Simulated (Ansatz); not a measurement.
# Ta3W2: the cost of one run

Method: DFT PBE, scalar-relativistic, plane waves, PAW, unless a step names another level, in Ansatz 0.2.0.

1 further run of the same task is left out (set aside as unsound or not needed). Runs told in other sessions of the task aren't counted.

## 1. The system as given

It takes space group I4/mmm (No. 139, tetragonal). Conventional cell: a = 3.256 Å, b = 3.256 Å, c = 16.310 Å, α = 90.00°, β = 90.00°, γ = 90.00°. Around Ta (site symmetry 4mm) lie 5 W at 2.79 to 3.32 Å and 9 Ta at 2.89 to 3.26 Å. Ta (site symmetry 4/mmm) is surrounded by 8 W at 2.82 Å and 6 Ta at 3.20 to 3.26 Å. Around W (site symmetry 4mm) lie 8 Ta at 2.79 to 2.82 Å.

Structure file:

```cif
data_structure
_symmetry_space_group_name_H-M 'P 1'
_symmetry_Int_Tables_number 1
_cell_length_a 8.4736
_cell_length_b 8.4736
_cell_length_c 8.4736
_cell_angle_alpha 157.850
_cell_angle_beta 157.850
_cell_angle_gamma 31.527
_cell_volume 86.43
loop_
_atom_site_label
_atom_site_type_symbol
_atom_site_fract_x
_atom_site_fract_y
_atom_site_fract_z
_atom_site_occupancy
Ta1 Ta 0.80367 0.80367 0.00000 1
Ta2 Ta 0.00000 0.00000 0.00000 1
Ta3 Ta 0.19633 0.19633 0.00000 1
W1 W 0.40009 0.40009 0.00000 1
W2 W 0.59991 0.59991 0.00000 1
```

The cell was relaxed beforehand at this level, from a generated guess; it needn't be the stable form of this composition. At a tolerance of 0.05 Å it has space group I4/mmm (No. 139); it has 17.29 Å³/atom, an uncorrected energy of -0.08 eV/atom over the elements and, on its mesh, gap none (metal).

## 2. Elastic constants, atoms relaxed

File input.yaml:

```yaml
crystal:
  lattice:
    - [-1.6281735013, 1.6281735013, 8.163147706]
    - [1.6281735013, -1.6281735013, 8.163147706]
    - [1.6281735013, 1.6281735013, -8.163147706]
  atoms:
    - { symbol: Ta, position: [0.8035548147, 0.8035548147, 0.0] }
    - { symbol: Ta, position: [0.0, 0.0, 0.0] }
    - { symbol: Ta, position: [0.1964451853, 0.1964451853, 0.0] }
    - { symbol: W, position: [0.4001696049, 0.4001696049, 0.0] }
    - { symbol: W, position: [0.5998303951, 0.5998303951, 0.0] }
basis:
  ecutwfc: 420
kpoints:
  mp_grid: { grid: [16, 16, 16] }
hamiltonian:
  xc: pbe
scf:
  occupations: { method: fermi_dirac, width: 0.15 }
output:
  forces: true
  stress: true
  eigenvalues: true
elastic:
  mode: relaxed_ion
  amplitude: 0.005
  stencil: two_point
```

Started as:

```console
> ansatz run input.yaml --threads 4 --pin off --max-ram 8192MiB --backend cpu --events-out ev --progress --plain --runs-dir out
```

Q: Estimate wall time and peak memory on 4 threads of Intel Xeon at 2.70GHz, shared host.

About 22 min, with a peak of 3.2 GiB.
